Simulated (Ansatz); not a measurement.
Relaxation of a periodic cell of 63 atoms, Si (host Si, host structure diamond, one Si atom removed), cell charge +1, to a largest force component of 0.03 eV/Å in at most 60 steps.

The calculation used DFT PBE-D3(BJ), scalar-relativistic, plane waves, PAW in Ansatz. Settings: PAW set soft_1, cutoff 420 eV, k mesh 1x1x1, gaussian smearing 0.02 eV, spin collinear.

```xyz
63
Lattice="10.8600 0.0000 0.0000 0.0000 10.8600 0.0000 0.0000 0.0000 10.8600" Properties=species:S:1:pos:R:3
Si 5.430 0.000 0.000
Si 6.787 1.357 1.357
Si 8.145 2.715 0.000
Si 9.502 4.072 1.357
Si 8.145 0.000 2.715
Si 9.502 1.357 4.072
Si 0.000 0.000 0.000
Si 1.357 1.357 1.357
Si 2.715 2.715 0.000
Si 4.072 4.072 1.357
Si 5.430 5.430 0.000
Si 6.787 6.787 1.357
Si 8.145 8.145 0.000
Si 9.502 9.502 1.357
Si 2.715 0.000 2.715
Si 4.072 1.357 4.072
Si 5.430 2.715 2.715
Si 6.787 4.072 4.072
Si 8.145 5.430 2.715
Si 9.502 6.787 4.072
Si 5.430 0.000 5.430
Si 6.787 1.357 6.787
Si 8.145 2.715 5.430
Si 9.502 4.072 6.787
Si 8.145 0.000 8.145
Si 9.502 1.357 9.502
Si 0.000 5.430 0.000
Si 1.357 6.787 1.357
Si 2.715 8.145 0.000
Si 5.430 8.145 2.715
Si 0.000 2.715 2.715
Si 1.357 4.072 4.072
Si 2.715 5.430 2.715
Si 4.072 6.787 4.072
Si 6.787 9.502 4.072
Si 0.000 0.000 5.430
Si 1.357 1.357 6.787
Si 2.715 2.715 5.430
Si 4.072 4.072 6.787
Si 5.430 5.430 5.430
Si 6.787 6.787 6.787
Si 8.145 8.145 5.430
Si 9.502 9.502 6.787
Si 2.715 0.000 8.145
Si 4.072 1.357 9.502
Si 5.430 2.715 8.145
Si 6.787 4.072 9.502
Si 8.145 5.430 8.145
Si 9.502 6.787 9.502
Si 0.000 8.145 2.715
Si 1.357 9.502 4.072
Si 0.000 5.430 5.430
Si 1.357 6.787 6.787
Si 2.715 8.145 5.430
Si 4.072 9.502 6.787
Si 0.000 2.715 8.145
Si 1.357 4.072 9.502
Si 2.715 5.430 8.145
Si 4.072 6.787 9.502
Si 5.430 8.145 8.145
Si 6.787 9.502 9.502
Si 0.000 8.145 8.145
Si 1.357 9.502 9.502
```

Q: Where does it end, and by what steps?

A: It converged. Limits of this set-up: coarse k mesh, a typed lattice constant that wasn't relaxed here, charged cell in a uniform background, uncorrected. After 7 steps the energy has fallen by 0.098 eV; Si15 moved furthest, 0.09 Å.

```json
{"step": "0", "energy less start (eV)": "0.0000", "largest force component (eV/Å)": "0.255", "accepted": "yes"}
{"step": "1", "energy less start (eV)": "-0.0707", "largest force component (eV/Å)": "0.095", "accepted": "yes"}
{"step": "2", "energy less start (eV)": "-0.0786", "largest force component (eV/Å)": "0.078", "accepted": "yes"}
{"step": "3", "energy less start (eV)": "-0.0854", "largest force component (eV/Å)": "0.160", "accepted": "yes"}
{"step": "4", "energy less start (eV)": "-0.0497", "largest force component (eV/Å)": "0.257", "accepted": "no"}
{"step": "5", "energy less start (eV)": "-0.0966", "largest force component (eV/Å)": "0.034", "accepted": "yes"}
{"step": "6", "energy less start (eV)": "-0.0954", "largest force component (eV/Å)": "0.054", "accepted": "no"}
{"step": "7", "energy less start (eV)": "-0.0978", "largest force component (eV/Å)": "0.009", "accepted": "yes"}
```

```xyz
63
Lattice="10.8600 0.0000 0.0000 0.0000 10.8600 0.0000 0.0000 0.0000 10.8600" Properties=species:S:1:pos:R:3
Si 5.352 -0.036 0.036
Si 6.754 1.321 1.372
Si 8.126 2.709 -0.008
Si 9.515 4.060 1.369
Si 8.139 -0.011 2.713
Si 9.497 1.351 4.068
Si -0.019 0.005 -0.005
Si 1.375 1.340 1.331
Si 2.710 2.734 -0.005
Si 4.075 4.072 1.360
Si 5.428 5.436 0.011
Si 6.780 6.795 1.366
Si 8.139 8.147 0.011
Si 9.503 9.500 1.360
Si 2.751 -0.036 2.637
Si 4.087 1.321 4.039
Si 5.432 2.717 2.717
Si 6.792 4.073 4.077
Si 8.144 5.431 2.720
Si 9.502 6.783 4.077
Si 5.428 -0.011 5.424
Si 6.783 1.351 6.782
Si 8.146 2.717 5.431
Si 9.506 4.069 6.791
Si 8.126 0.008 8.151
Si 9.489 1.359 9.501
Si 0.006 5.449 -0.008
Si 1.394 6.821 1.372
Si 2.751 8.223 0.036
Si 5.395 8.180 2.680
Si 0.014 2.701 2.727
Si 1.364 4.078 4.068
Si 2.726 5.436 2.713
Si 4.081 6.795 4.065
Si 6.780 9.494 4.065
Si 0.006 0.008 5.411
Si 1.356 1.359 6.774
Si 2.707 2.709 5.411
Si 4.084 4.060 6.800
Si 5.435 5.431 5.429
Si 6.792 6.783 6.787
Si 8.144 8.140 5.429
Si 9.515 9.491 6.800
Si 2.710 0.005 8.126
Si 4.046 1.340 9.520
Si 5.442 2.701 8.159
Si 6.783 4.078 9.509
Si 8.146 5.429 8.143
Si 9.497 6.792 9.509
Si -0.002 8.143 2.717
Si 1.394 9.488 4.039
Si -0.002 5.429 5.431
Si 1.364 6.792 6.782
Si 2.726 8.147 5.424
Si 4.075 9.500 6.788
Si -0.002 2.717 8.143
Si 1.356 4.086 9.501
Si 2.707 5.449 8.151
Si 4.087 6.821 9.539
Si 5.432 8.143 8.143
Si 6.754 9.488 9.539
Si 0.014 8.133 8.159
Si 1.375 9.529 9.520
```

Whether the end is a true minimum wasn't checked by a vibrational analysis.

Time of the run: 2.7 min on 4 threads of Arm Neoverse V1, on a shared host, peak memory 1.6 GiB.
